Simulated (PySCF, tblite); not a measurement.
# C2H8BrFSi2: geometry, infrared bands and NMR shifts

Wanted: the infrared bands and NMR shifts of C2H8BrFSi2 (`F[Si@@H](Br)CC[SiH3]`), by calculation.

Programs: tblite 0.8.0 and PySCF 2.14.0, with density-fitted response routines of our own. Each step states its level of theory. These are calculated values for one molecule in the gas phase, unless marked as measured. Atoms count from 0, in the outputs and in this text.

**1. The molecule as given**

14 atoms, charge 0, multiplicity 1; geometry from: force field or distance geometry start.

Bonds of the start (Å): F0–Si1 1.70, Si1–Br2 2.26, Si1–C3 1.85, C3–C4 1.54, C4–Si5 1.86, Si1–H6 1.47, C3–H7 1.12, C3–H8 1.09, C4–H9 1.10, C4–H10 1.12, Si5–H11 1.46, Si5–H12 1.46, Si5–H13 1.47.

**2. Relaxing the molecule with GFN2-xTB**

What the job is given:

```
{"job": {"kind": "relax", "xc": "GFN2-xTB", "basis": "xTB"}, "charge": 0, "multiplicity": 1}
F      2.473300    -0.186400     1.256700
Si     2.146700     0.540500    -0.241100
Br     3.700200    -0.160400    -1.729000
C      0.462100     0.027200    -0.795400
C     -0.542100     0.038100     0.369700
Si    -2.238700    -0.477200    -0.189900
H      2.305100     1.988800    -0.067400
H      0.478000    -1.033200    -1.155600
H      0.111600     0.725200    -1.558500
H     -0.579300     1.048500     0.815000
H     -0.205500    -0.677400     1.157700
H     -3.159000    -0.235700     0.921900
H     -2.252400    -1.913100    -0.448200
H     -2.700700     0.314600    -1.333100
```

Started as:

```console
$ OMP_NUM_THREADS=1 python probes_run.py task.json out
```

This one command runs all jobs of the session in turn.

**Question.** This job is followed by: GFN2-xTB harmonic vibrations, gas phase; GIAO PBE0/pcSseg-1 NMR shielding, non-relativistic, gas phase. What will the session give for the following? strongest single infrared mode (GFN2-xTB); zero-point energy (GFN2-xTB); ¹³C shifts against TMS (PBE0/pcSseg-1); ¹H shifts against TMS (PBE0/pcSseg-1, means over atoms taken as alike); ¹⁹F shifts against CFCl3 (PBE0/pcSseg-1); ²⁹Si shifts against TMS (PBE0/pcSseg-1); ⁷⁹Br shifts against HBr (PBE0/pcSseg-1).

The runs gave:

| quantity | value |
| --- | --- |
| strongest single infrared mode (GFN2-xTB) | 792 cm⁻¹, 442 km/mol |
| zero-point energy (GFN2-xTB) | 57.3 kcal/mol |
| ¹³C shifts against TMS (PBE0/pcSseg-1) | 21.7, 2.6 ppm |
| ¹H shifts against TMS (PBE0/pcSseg-1, means over atoms taken as alike) | 5.70, 3.92, 1.36, 1.03, 0.96, 0.68 ppm |
| ¹⁹F shifts against CFCl3 (PBE0/pcSseg-1) | -172.3 ppm |
| ²⁹Si shifts against TMS (PBE0/pcSseg-1) | 21.7, -64.5 ppm |
| ⁷⁹Br shifts against HBr (PBE0/pcSseg-1) | 85 ppm |

**Reading.** Over 61 steps the energy fell by 0.282 eV; of the close pairs, F0–Si1 changed most, 1.697 to 1.605 Å. No mode is imaginary among the 36: a minimum at this level. The strongest single mode, at 792 cm⁻¹, moves mainly H13, H12 and H11. GFN2-xTB is a fitted tight-binding method: band positions and strengths are rough. Its intensities can rank the bands wrongly. At PBE0/pcSseg-1: The largest span, 644 ppm, is at Br2, where the paramagnetic term is -587 ppm. Spin-orbit coupling is left out, which matters for shieldings and couplings at and beside the heavy atoms.
